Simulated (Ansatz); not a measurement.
# CH₁₁GeNSi₂: how energies converge with the basis set

An exercise on one series of results from a longer session: the logs are not shown, and one member is left open.

Program: Ansatz 0.2.0, Gaussian basis. Level of theory: one geometry, several basis sets. These are calculated values, not measurements.

The runs, in order: PBE0-D4/def2-SVP; ωB97M-V/def2-SVP; PBE0-D4/def2-QZVPP; ωB97M-V/def2-QZVPP; the functionals' def2-TZVPP values are taken from earlier runs.

### The relaxed structure

The geometry comes from an earlier relaxation with PBE0-D4 in a triple-zeta def2 set; it is a stationary point, not always the lowest conformer.

SMILES `C[SiH2][N]([SiH3])[GeH3]`, 16 atoms, charge 0, spin multiplicity 1.

Atoms are counted from 1 here; the program's logs count them from 0.

Bond lengths: C1–Si2 1.865 Å, C1–H6 1.093 Å, C1–H7 1.093 Å, C1–H8 1.093 Å, Si2–N3 1.733 Å, Si2–H9 1.491 Å, Si2–H10 1.491 Å, N3–Si4 1.727 Å, N3–Ge5 1.851 Å, Si4–H11 1.489 Å, Si4–H12 1.488 Å, Si4–H13 1.490 Å, Ge5–H14 1.538 Å, Ge5–H15 1.538 Å, Ge5–H16 1.538 Å. Angles: Si2–C1–H6 111.1°, Si2–C1–H7 110.6°, Si2–C1–H8 110.8°, H6–C1–H7 107.8°, H6–C1–H8 108.2°, H7–C1–H8 108.3°, C1–Si2–N3 112.6°, C1–Si2–H9 110.0°, C1–Si2–H10 108.9°, N3–Si2–H9 106.4°, N3–Si2–H10 110.2°, H9–Si2–H10 108.6°, Si2–N3–Si4 120.7°, Si2–N3–Ge5 119.9°, Si4–N3–Ge5 119.4°, N3–Si4–H11 112.5°, N3–Si4–H12 111.4°, N3–Si4–H13 107.9° and more.

Set-up of the first run:

in.yaml

```yaml
crystal:
  periodic: [false, false, false]
  atoms:
    - {symbol: C, position_ang: [-1.759955, 0.700175, -1.425693]}
    - {symbol: Si, position_ang: [-0.471923, -0.601844, -1.075806]}
    - {symbol: N, position_ang: [0.492256, -0.229612, 0.314940]}
    - {symbol: Si, position_ang: [2.169197, 0.148390, 0.150935]}
    - {symbol: Ge, position_ang: [-0.267796, -0.272190, 2.002031]}
    - {symbol: H, position_ang: [-2.457747, 0.797069, -0.589725]}
    - {symbol: H, position_ang: [-2.339106, 0.438305, -2.315404]}
    - {symbol: H, position_ang: [-1.292606, 1.673208, -1.594231]}
    - {symbol: H, position_ang: [0.471395, -0.709558, -2.225777]}
    - {symbol: H, position_ang: [-1.150892, -1.916385, -0.894292]}
    - {symbol: H, position_ang: [2.978619, -1.024614, -0.279284]}
    - {symbol: H, position_ang: [2.386005, 1.236628, -0.841109]}
    - {symbol: H, position_ang: [2.667289, 0.601269, 1.479818]}
    - {symbol: H, position_ang: [0.507314, -1.256621, 2.893676]}
    - {symbol: H, position_ang: [-1.721282, -0.739987, 1.817765]}
    - {symbol: H, position_ang: [-0.233670, 1.133266, 2.626256]}
basis:
  gaussian: {orbitals: def2-SVP}
hamiltonian: {xc: pbe0, dispersion: d4}
output: {orbitals: {seedname: orbitals}}
```

Launch:

```
ansatz run in.yaml --threads 4 --pin off --events-out ev --progress --plain --max-ram 11315MiB
```

Among the steps run: PBE0-D4 in def2-SVP; ωB97M-V in def2-SVP; PBE0-D4 in def2-QZVPP; ωB97M-V in def2-QZVPP.

One table of the session follows, with a row left open; its other results are not shown here.

It belongs to the step «Density functionals: the series». 

| functional | basis | HOMO (eV) | LUMO (eV) |
| --- | --- | --- | --- |
| PBE0-D4 | def2-SVP | -7.23 | 0.18 |
| PBE0-D4 | def2-TZVPP | ? | ? |
| PBE0-D4 | def2-QZVPP | -7.33 | -0.24 |
| ωB97M-V | def2-SVP | -9.43 | 2.05 |
| ωB97M-V | def2-TZVPP | -9.57 | 1.61 |
| ωB97M-V | def2-QZVPP | -9.57 | 1.36 |

**Question.** Estimate the row for PBE0-D4, def2-TZVPP.

**Answer.** HOMO (eV): -7.32; LUMO (eV): -0.12. In the column «HOMO (eV)» it lies between PBE0-D4, def2-QZVPP (-7.33) and PBE0-D4, def2-SVP (-7.23).
